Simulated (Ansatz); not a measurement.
# Si3As: what a guessed cell relaxes into, part 2 of 2

The task: take a trial cell of Si3As to zero force and stress.

Ansatz 0.2.0; DFT PBE, scalar-relativistic, plane waves, PAW. The steps go on from the part before.

### 5 Relaxation on the finer mesh

The end of the coarse run is made exact in the group found at a tolerance of 0.06 Å and reduced to its primitive cell.

input.yaml

```yaml
crystal:
  lattice:
    - [0.0, 3.1815911343, 3.1815911343]
    - [3.1815911343, 0.0, 3.1815911343]
    - [3.1815911343, 3.1815911343, 0.0]
  atoms:
    - { symbol: Si, position: [0.25, 0.25, 0.25] }
    - { symbol: Si, position: [0.5, 0.5, 0.5] }
    - { symbol: Si, position: [0.75, 0.75, 0.75] }
    - { symbol: As, position: [0.0, 0.0, 0.0] }
basis:
  ecutwfc: 420
kpoints:
  mp_grid: { grid: [12, 12, 12] }
hamiltonian:
  xc: pbe
scf:
  occupations: { method: gaussian, width: 0.1 }
output:
  forces: true
  stress: true
  eigenvalues: true
relax:
  adjacent_minimum: "off"
  f_tol: 0.01
  max_steps: 80
  cell: { stress_tol: 0.05 }
```

On the command line:

```console
$ ansatz run input.yaml --threads 1 --pin off --max-ram 2560MiB --backend cpu --events-out ev --progress --plain --runs-dir out
```

Log:

```text
Warning: RAYON_NUM_THREADS=1 ignored (pool sized by the plan → 1); use --threads N
Engine: ansatz 0.2.0, x86_64-unknown-linux-gnu
Pseudopotentials: kind: paw
Pseudopotential: Si, paw, valence charge 4, recommended cutoff 420 eV (normal), Si.paw.azcp
Pseudopotential: As, paw, valence charge 15, recommended cutoff 420 eV (normal), As.paw.azcp
Functional definition: PBE
  parameter kappa = 0.804
  parameter beta = 0.06672455060314922
  exchange = pbe_x(kappa = kappa, mu = beta*pi^2/3)
  correlation = pbe_c(beta = beta)
Crystal: 4 atoms, lattice volume = 64.411 Å³
Basis set: ecut = 420 eV, 1243 PW (Γ), exchange–correlation on 64×64×64 points (8 copies of the dense FFT grid, shifted against one another)
Bands: 18, of which v1, the nominal top of the filled ones, is band 14 counted from 1 (13 counted from 0)
Symmetry: 48 space group operations
Space group: Fm-3m (ITA 225), of the structure as read, at distance tolerance 4.0e-5 Å
k-points: 72 of 1728
Non-local potential: Si, projectors of the file, l = 0: 2, l = 1: 2, l = 2: 2
Non-local potential: As, projectors of the file, l = 0: 2, l = 1: 2, l = 2: 3, l = 3: 1
PAW form: soft (Blöchl's): semilocal exchange-correlation on the pseudo side does not see the compensation charge
PAW one-centre angular grid: Si, 110 points (default); XC on 64 Gauss nodes
PAW one-centre angular grid: As, 590 points (default); XC on 64 Gauss nodes
Initial density: superposition of atomic densities (neutral atoms: chi_scale 0, normalization atom), corrected by the library's trained network
Initial wavefunctions: pseudopotential atomic-orbital guess
Functional: x = pbe(κ = 0.804, μ = 0.2195149727645171), c = pbe(β = 0.06672455060314922)
SCF iter   1: F=—  HF=-6761.321638 eV  |F-HF|=—  |Δ(HF+E_count)|=         —  Δρ=1.42e-3  dr2=5.88e-4  ethr=1.77e-3  ⟨swp⟩=6.4  Hψ=15081  notcnv=0  defer=8
automatic band count: the SCF goes on with 22 bands, as 18 were too few: the levels above may hold too much charge
preconditioner: auto → Kerker (q_TF=auto, 2.360 Å⁻¹)  [metal: Δε(μ)=0.003 eV  Ē_g=9.930 eV  σ=0.100 eV  W_gap=0.02  n_scr=14 (ndim 8)  ℏωp=19.1 eV  f_vac=0.000  D(μ)=3.00/eV (n_scr^D=26)]
SCF iter   2: F=—  HF=-6761.321817 eV  |F-HF|=—  |Δ(HF+E_count)|=   1.79e-4  Δρ=8.01e-4  dr2=2.15e-4  ethr=2.18e-6  ⟨swp⟩=2.1  Hψ=2972  notcnv=0  defer=11
SCF iter   3: F=—  HF=-6761.321988 eV  |F-HF|=—  |Δ(HF+E_count)|=   1.71e-4  Δρ=1.31e-4  dr2=1.44e-5  ethr=7.98e-7  ⟨swp⟩=2.0  Hψ=2410  notcnv=0  defer=11
SCF iter   4: F=—  HF=-6761.321963 eV  |F-HF|=—  |Δ(HF+E_count)|=   2.48e-5  Δρ=6.83e-5  dr2=2.97e-6  ethr=5.35e-8  ⟨swp⟩=2.0  Hψ=2357  notcnv=0  defer=11
SCF iter   5: F=—  HF=-6761.321962 eV  |F-HF|=—  |Δ(HF+E_count)|=   1.12e-6  Δρ=1.69e-5  dr2=1.82e-7  ethr=1.10e-8  ⟨swp⟩=2.0  Hψ=2421  notcnv=0  defer=11
SCF iter   6: F=-6761.321962 eV  HF=-6761.321962 eV  |F-HF|=3.57e-8  |Δ(HF+E_count)|=   2.81e-7  Δρ=4.56e-6  dr2=1.23e-8  ethr=3.70e-10  ⟨swp⟩=7.4  Hψ=6335  notcnv=0
SCF 1 converged in 6 iterations: F = -6761.321962 eV  dr2 = 1.23e-8
relax step   1: F+E_penalty+E_count = -6761.32196164 eV  Δ(F+E_penalty+E_count) = +0.000e0 eV  max|allowed force component| = 1.272e-17 eV/Å  Δτ_max = 0.0000 Å  P = -1.141 GPa  Ω = 64.411 Å³  (6 SCF iters, dr2 threshold 1.00e-7 eV, accepted)
Crystal: 4 atoms, lattice volume = 63.389 Å³
Bands: 22, of which v1, the nominal top of the filled ones, is band 14 counted from 1 (13 counted from 0)
Initial density: handed on by an earlier stage of this run
Initial wavefunctions: those handed on with the density
iter 1 solved again at ethr=1.41e-6 eV; its pass at ethr=3.10e-3 eV (dr2=3.80e-4 eV) is discarded
SCF iter   1: F=—  HF=-6761.325598 eV  |F-HF|=—  |Δ(HF+E_count)|=         —  Δρ=6.12e-4  dr2=4.19e-4  ethr=1.41e-6  ⟨swp⟩=2.1  Hψ=9093  notcnv=0
preconditioner: auto → Kerker (q_TF=auto, 2.367 Å⁻¹)  [metal: Δε(μ)=0.013 eV  Ē_g=10.038 eV  σ=0.100 eV  W_gap=0.08  n_scr=14 (ndim 8)  ℏωp=19.2 eV  f_vac=0.000  D(μ)=2.85/eV (n_scr^D=26)]
SCF iter   2: F=—  HF=-6761.325502 eV  |F-HF|=—  |Δ(HF+E_count)|=   9.63e-5  Δρ=3.31e-4  dr2=1.10e-4  ethr=1.41e-6  ⟨swp⟩=1.0  Hψ=1584  notcnv=0
SCF iter   3: F=—  HF=-6761.325479 eV  |F-HF|=—  |Δ(HF+E_count)|=   2.27e-5  Δρ=7.07e-5  dr2=3.13e-6  ethr=4.08e-7  ⟨swp⟩=2.3  Hψ=2595  notcnv=0
SCF iter   4: F=—  HF=-6761.325477 eV  |F-HF|=—  |Δ(HF+E_count)|=   1.88e-6  Δρ=3.04e-5  dr2=4.19e-7  ethr=1.48e-9  ⟨swp⟩=6.3  Hψ=7467  notcnv=0
SCF iter   5: F=-6761.325477 eV  HF=-6761.325477 eV  |F-HF|=6.94e-9  |Δ(HF+E_count)|=   1.38e-7  Δρ=3.30e-6  dr2=7.50e-9  ethr=1.48e-9  ⟨swp⟩=4.6  Hψ=4995  notcnv=0
SCF 2 converged in 5 iterations: F = -6761.325477 eV  dr2 = 7.50e-9
relax step   2: F+E_penalty+E_count = -6761.32547697 eV  Δ(F+E_penalty+E_count) = -3.515e-3 eV  max|allowed force component| = 4.742e-17 eV/Å  Δτ_max = 0.0000 Å  P = +0.126 GPa  Ω = 63.389 Å³  energy of the carried Pulay correction = +1.848e-4 eV  (5 SCF iters, dr2 threshold 4.00e-7 eV, accepted)
Crystal: 4 atoms, lattice volume = 63.489 Å³
iter 1 solved again at ethr=1.41e-8 eV; its pass at ethr=3.10e-3 eV (dr2=3.82e-6 eV) is discarded
SCF iter   1: F=—  HF=-6761.325490 eV  |F-HF|=—  |Δ(HF+E_count)|=         —  Δρ=5.94e-5  dr2=4.17e-6  ethr=1.41e-8  ⟨swp⟩=2.1  Hψ=8602  notcnv=0
preconditioner: auto → Kerker (q_TF=auto, 2.366 Å⁻¹)  [metal: Δε(μ)=0.017 eV  Ē_g=10.028 eV  σ=0.100 eV  W_gap=0.09  n_scr=14 (ndim 8)  ℏωp=19.2 eV  f_vac=0.000  D(μ)=2.88/eV (n_scr^D=26)]
SCF iter   2: F=—  HF=-6761.325497 eV  |F-HF|=—  |Δ(HF+E_count)|=   6.32e-6  Δρ=3.14e-5  dr2=1.07e-6  ethr=1.41e-8  ⟨swp⟩=1.0  Hψ=1584  notcnv=0
SCF iter   3: F=-6761.325496 eV  HF=-6761.325496 eV  |F-HF|=4.27e-8  |Δ(HF+E_count)|=   2.94e-7  Δρ=6.89e-6  dr2=2.95e-8  ethr=1.46e-10  ⟨swp⟩=3.0  Hψ=5841  notcnv=0
SCF 3 converged in 3 iterations: F = -6761.325496 eV  dr2 = 2.95e-8
relax step   3: F+E_penalty+E_count = -6761.32549617 eV  Δ(F+E_penalty+E_count) = -1.920e-5 eV  max|allowed force component| = 1.133e-16 eV/Å  Δτ_max = 0.0000 Å  P = -0.006 GPa  Ω = 63.489 Å³  energy of the carried Pulay correction = +1.666e-4 eV  (3 SCF iters, dr2 threshold 3.95e-8 eV, accepted)
Basis set: ecut = 420 eV, 1243 PW (Γ), exchange–correlation on 60×60×60 points (8 copies of the dense FFT grid, shifted against one another)
Initial wavefunctions: pseudopotential atomic-orbital guess (no wavefunctions were taken with the density)
iter 1 solved again at ethr=2.23e-8 eV; its pass at ethr=3.10e-3 eV (dr2=6.03e-6 eV) is discarded
SCF iter   1: F=—  HF=-6761.325328 eV  |F-HF|=—  |Δ(HF+E_count)|=         —  Δρ=9.84e-6  dr2=2.81e-8  ethr=2.23e-8  ⟨swp⟩=3.0  Hψ=11971  notcnv=0
preconditioner: auto → Kerker (q_TF=auto, 2.366 Å⁻¹)  [metal: Δε(μ)=0.017 eV  Ē_g=10.028 eV  σ=0.100 eV  W_gap=0.09  n_scr=14 (ndim 8)  ℏωp=19.2 eV  f_vac=0.000  D(μ)=2.87/eV (n_scr^D=26)]
SCF iter   2: F=—  HF=-6761.325339 eV  |F-HF|=—  |Δ(HF+E_count)|=   1.14e-5  Δρ=5.66e-6  dr2=7.31e-9  ethr=1.04e-10  ⟨swp⟩=2.0  Hψ=2576  notcnv=0
SCF iter   3: F=—  HF=-6761.325339 eV  |F-HF|=—  |Δ(HF+E_count)|=   1.11e-8  Δρ=2.85e-6  dr2=2.26e-9  ethr=2.71e-11  ⟨swp⟩=1.0  Hψ=1584  notcnv=0
SCF iter   4: F=—  HF=-6761.325339 eV  |F-HF|=—  |Δ(HF+E_count)|=   2.57e-9  Δρ=3.11e-7  dr2=4.01e-11  ethr=8.35e-12  ⟨swp⟩=2.7  Hψ=2277  notcnv=0
SCF iter   5: F=-6761.325339 eV  HF=-6761.325339 eV  |F-HF|=0.00e0  |Δ(HF+E_count)|=    0.00e0  Δρ=4.05e-8  dr2=5.60e-13  ethr=1.00e-12  ⟨swp⟩=4.2  Hψ=4419  notcnv=0
SCF 4 converged in 5 iterations: F = -6761.325339 eV  dr2 = 5.60e-13
relax step   4: F+E_penalty+E_count = -6761.32533935 eV  Δ(F+E_penalty+E_count) = +1.568e-4 eV  max|allowed force component| = 9.772e-17 eV/Å  Δτ_max = 0.0000 Å  P = -0.009 GPa  Ω = 63.489 Å³  stress off target by 9.00e-3 GPa  SCF on the basis re-selected at this cell (its energy is not comparable with the rows above)  (5 SCF iters)
basis re-selected at this cell: Δ(F+E_penalty+E_count) = +1.568e-4 eV, ΔP = -0.003 GPa vs the last step (what re-selecting the basis moved, of the pressure what is left beyond the Pulay correction that the steps carried, after the strain that the cell walked since its last selection, with what the two solves' SCF thresholds leave and, on support functions, any second-order correction that the steps lacked; it is no measure of the basis error at this ecutwfc). The dense FFT grid was sized anew with the basis: this SCF ran on 30×30×30 points, the steps before it on 32×32×32, so part of this shift can come from that change (see relax.cell in the input reference). This SCF's stress stands 9.00e-3 GPa from its target on what of the cell is left free (relax.cell.stress_tol is 5.00e-2 GPa) and its largest allowed force component is 9.77e-17 eV/Å (relax.f_tol is 1.00e-2 eV/Å): within both
SCF converged after 5 iterations
Free energy (F): -6761.325339 eV
Harris-Foulkes:  -6761.325339 eV  (|F-HF|=0.00e0)
Internal energy: -6761.310966 eV  (E = F + TS)
E sigma→0 (E₀):  -6761.318153 eV
Entropy (-TS):   -0.014374 eV (-3.593 meV/atom)
Fermi energy:    11.079840 eV
--- Per-component energies (eV) ---
  E_band       = -162.059213
  E_kinetic    = 222.669241
  E_local      = -1971.573771  (includes V_loc(G=0)·N_el)
  E_nonlocal   = -594.168725
  E_hartree    = 1087.694502
  E_xc         = -246.549775
  E_vxc        = -221.748206  (∫ρ·V_xc dr)
  E_paw        = -3370.822797  (= ΣΔE_a)
  E_vpaw       = 227.373233  (= ΣTr[D̂ρ^β])
  E_aug_tail   = 0.000030  (compensation charges beyond the density's cutoff)
  E_ewald      = -1888.559670
  E_smearing   = -0.014374  (= −TS)
  E_closure    = 0.000000  (closes the sum)
  Σ components = -6761.325339   (vs F -6761.325339, Δ=0.00e0)
--- Forces (eV/Å), atoms counted from 1 ---
  atom   1  Si     0.00000000     0.00000000     0.00000000
  atom   2  Si     0.00000000    -0.00000000    -0.00000000
  atom   3  Si    -0.00000000    -0.00000000    -0.00000000
  atom   4  As     0.00000000    -0.00000000    -0.00000000
  max |Σ_I F_I| component: 1.62e-17 eV/Å
--- Stress (GPa, compression-positive) ---
       -0.008998      -0.000000      -0.000000
       -0.000000      -0.008998      -0.000000
       -0.000000      -0.000000      -0.008998
  P = ⅓ Tr σ = -0.0090 GPa (-0.090 kbar)
--- Band table (eV; the first three rows and the last of 72) ---
  k-point 0: bands = ["-25.2012", "-25.2012", "-25.2012", "-25.1971", "-25.1971", "-3.6424", "4.3468", "7.0349", "7.5478", "7.5478", "7.5478", "8.4263", "8.4263", "8.4263", "10.0946", "10.0946", "10.0946", "10.4391", "13.7386", "13.7386", "20.6834", "20.6834"]
  k-point 1: bands = ["-25.2012", "-25.2012", "-25.2012", "-25.1971", "-25.1971", "-3.5717", "4.0847", "6.3783", "7.3254", "7.3254", "7.5446", "8.7566", "8.7566", "9.1682", "9.6450", "9.8585", "9.8585", "11.4680", "14.1514", "14.1514", "19.9241", "20.4405"]
  k-point 2: bands = ["-25.2012", "-25.2012", "-25.2012", "-25.1971", "-25.1971", "-3.3612", "3.3403", "5.5603", "7.0104", "7.0104", "8.0050", "8.4169", "9.0291", "9.0291", "9.7411", "9.7411", "11.3626", "12.7933", "15.1617", "15.1617", "18.4894", "19.6622"]
  k-point 71: bands = ["-25.2011", "-25.2011", "-25.2007", "-25.1971", "-25.1969", "-0.9287", "1.6576", "1.6576", "1.8340", "7.9814", "8.0734", "8.6760", "8.6760", "13.5372", "13.5372", "14.4109", "14.6169", "16.0123", "16.5647", "16.5738", "16.5738", "21.1395"]
--- Relaxed structure (3 steps of the walk, 3 accepted, 1 SCFs on fresh bases) ---
  F+E_penalty+E_count = -6761.32533935 eV   max|allowed force component| = 9.772e-17 eV/Å   (the final SCF, on the basis selected at the relaxed cell)
  cell:  # Å, volume = 63.4888 Å³
    - [-7.4519815981098e-34, 3.1663261045062208, 3.1663261045062208]
    - [3.1663261045062208, -6.560291492353073e-34, 3.1663261045062208]
    - [3.1663261045062208, 3.1663261045062208, -4.9679877320732e-34]
  atoms:
    - { symbol: Si, position: [0.25, 0.25, 0.25] }
    - { symbol: Si, position: [0.5, 0.5, 0.5] }
    - { symbol: Si, position: [0.75, 0.75, 0.75] }
    - { symbol: As, position: [-1.0232376287689103e-33, 9.664086093310435e-34, 7.444522726638697e-34] }
```

Wall time 8.1 s (1 thread of AMD EPYC 9R45 (Zen 5), shared host); peak memory 0.47 GiB.

Step by step:

| step | E - E(step 1) (eV/cell) | largest force component (eV/Å) | pressure (GPa) | volume (Å³) |
| --- | --- | --- | --- | --- |
| 1 | 0.0000 | 0.0000 | -1.14 | 64.41 |
| 2 | -0.0035 | 0.0000 | 0.13 | 63.39 |
| 3 | -0.0035 | 0.0000 | -0.01 | 63.49 |
| 4 | -0.0034 | 0.0000 | -0.01 | 63.49 |

Step 1 is the start. Step 4 repeats the geometry before it on a plane-wave basis chosen anew for that cell, so its energy need not be comparable with the rows above.

Lengths and angles in the start's conventional setting:

|  | before | after | change |
| --- | --- | --- | --- |
| a (Å) | 6.363 | 6.333 | -0.5 % |
| b (Å) | 6.363 | 6.333 | -0.5 % |
| c (Å) | 6.363 | 6.333 | -0.5 % |
| volume (Å³/atom) | 16.10 | 15.87 | -1.4 % |
| shortest distance (Å) | 2.755 | 2.742 | -0.5 % |
| space group (0.01 Å) | Fm-3m | Fm-3m | same |

The run keeps the 48 symmetry operations of the start, so it could not have lowered the symmetry.

### 6 Variant: accuracy medium, ecutwfc left out

input.yaml

```yaml
crystal:
  lattice:
    - [0.0, 3.1663261045, 3.1663261045]
    - [3.1663261045, 0.0, 3.1663261045]
    - [3.1663261045, 3.1663261045, 0.0]
  atoms:
    - { symbol: Si, position: [0.25, 0.25, 0.25] }
    - { symbol: Si, position: [0.5, 0.5, 0.5] }
    - { symbol: Si, position: [0.75, 0.75, 0.75] }
    - { symbol: As, position: [0.0, 0.0, 0.0] }
kpoints:
  mp_grid: { grid: [12, 12, 12] }
hamiltonian:
  xc: pbe
scf:
  occupations: { method: gaussian, width: 0.1 }
output:
  forces: true
  eigenvalues: true
  stress: true
accuracy: medium
```

On the command line:

```console
$ ansatz run input.yaml --threads 1 --pin off --max-ram 2560MiB --backend cpu --events-out ev --progress --plain --runs-dir out
```

Log (excerpt; [...] marks lines left out):

```text
Warning: RAYON_NUM_THREADS=1 ignored (pool sized by the plan → 1); use --threads N
[...]
[... 4 set-up lines as earlier in the session ...]
[...]
Crystal: 4 atoms, lattice volume = 63.489 Å³
Basis set: ecut = 420 eV, 1243 PW (Γ), exchange–correlation on 60×60×60 points (8 copies of the dense FFT grid, shifted against one another)
Bands: 18, of which v1, the nominal top of the filled ones, is band 14 counted from 1 (13 counted from 0)
[... 2 set-up lines as earlier in the session ...]
k-points: 72 of 1728
[...]
SCF iter   1: F=—  HF=-6761.325061 eV  |F-HF|=—  |Δ(HF+E_count)|=         —  Δρ=1.49e-3  dr2=7.30e-4  ethr=1.77e-3  ⟨swp⟩=6.3  Hψ=15089  notcnv=0  defer=9
[...]
SCF iter   6: F=-6761.325339 eV  HF=-6761.325339 eV  |F-HF|=1.84e-8  |Δ(HF+E_count)|=   2.47e-7  Δρ=3.64e-6  dr2=7.87e-9  ethr=3.70e-10  ⟨swp⟩=7.4  Hψ=6419  notcnv=0
[...]
SCF converged after 6 iterations
Free energy (F): -6761.325339 eV
[...]
E sigma→0 (E₀):  -6761.318153 eV
Entropy (-TS):   -0.014373 eV (-3.593 meV/atom)
Fermi energy:    11.079854 eV
[...]
--- Forces (eV/Å), atoms counted from 1 ---
  atom   1  Si    -0.00000000     0.00000000     0.00000000
  atom   2  Si    -0.00000000     0.00000000    -0.00000000
  atom   3  Si     0.00000000     0.00000000    -0.00000000
  atom   4  As     0.00000000    -0.00000000     0.00000000
[...]
--- Stress (GPa, compression-positive) ---
       -0.008972      -0.000000      -0.000000
       -0.000000      -0.008972       0.000000
        0.000000      -0.000000      -0.008972
  P = ⅓ Tr σ = -0.0090 GPa (-0.090 kbar)
--- Band table (eV; the first three rows and the last of 72) ---
[... band rows left out ...]
[...]
```

Run time: 2.2 s. Hardware: 1 thread of AMD EPYC 9R45 (Zen 5), shared host; peak memory 0.44 GiB.

| run | ending | energy change | pressure (GPa) | gap (eV) | force (eV/Å) | cycles | time |
| --- | --- | --- | --- | --- | --- | --- | --- |
| step 5 | converged | 0 | 0.0 | 0.00 | 0.00 | - | 8.1 s |
| variant | converged | 0.0 meV/atom | 0.0 | 0.00 | 0.00 | 6 | 2.2 s |

The changed input (accuracy level) leaves the energy the same to the digits printed.

### 7 Outcome

What follows sums up all 2 parts. Changes of volume or cell count from the first structure of part 1.

| quantity | value |
| --- | --- |
| symmetry at the end (tolerance 0.05 Å) | space group Fm-3m (No. 225) |
| conventional cell | a = 6.333 Å, b = 6.333 Å, c = 6.333 Å, α = 90.00°, β = 90.00°, γ = 90.00° |
| volume | 15.87 Å³/atom |
| energy over the elements | +0.56 eV/atom |
| gap on the mesh | none (metal) |

In words: The space group Fm-3m (No. 225) is kept, and the volume per atom shrinks by 23.3 % from the first guess. With a positive formation energy it can't be a ground state. No finished test with a distortion of lower symmetry is shown, so the end may be a saddle point.
